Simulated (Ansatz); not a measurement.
The system is Co, a slab with vacuum.

```
Co
1.0
     2.47056    0.00000    0.00000
    -1.23528    2.13957    0.00000
     0.00000    0.00000   27.13235
Co
7
Direct
  0.33333 0.66667 0.27642
  0.00000 0.00000 0.35095
  0.66667 0.33333 0.42547
  0.00000 0.00000 0.50000
  0.33333 0.66667 0.57453
  0.00000 0.00000 0.64905
  0.66667 0.33333 0.72358
```

The cell isn't the ideal one: the (0 0 1) slab of Co, cut from the database cell, not relaxed.

Base run:

* Program: Ansatz 0.2.0
* Functional: PBEsol
* Potentials or basis: Ansatz PAW
* Cutoff: 420 eV (not typed: the program's choice for these potentials)
* k mesh: 12 × 12 × 1
* Occupations: fermi-dirac, width 0.05 eV
* Spin: collinear spin, ferromagnetic start
* Starting moments: [2.0, 2.0, 2.0, 2.0, 2.0, 2.0, 2.0] μB

Its results: band gap on the k mesh none (metal or under the smearing width); net moment 11.87 μB per cell; site moments Co +1.82, +1.75, +1.73, +1.71 μB; largest force 0.529 eV/Å.

Task: After a change of settings the same cell gave: band gap on the k mesh none (metal or under the smearing width); net moment 11.50 μB per cell; site moments Co +1.75, +1.68, +1.65, +1.64 μB; largest force 0.795 eV/Å. Which change was it?
A. functional from PBEsol to r2SCAN; cutoff from 420 eV (not typed: the program's choice for these potentials) to 500 eV (not typed: the program's choice for these potentials)
B. functional from PBEsol to RPBE
C. functional from PBEsol to revPBE
D. functional from PBEsol to LDA

Result: D.

Caveats: the PAW data sets come from PBE, with cores solved anew for the run's functional, which leaves a small shift of forces and pressure.

Runs at the PBE level aren't shown here.
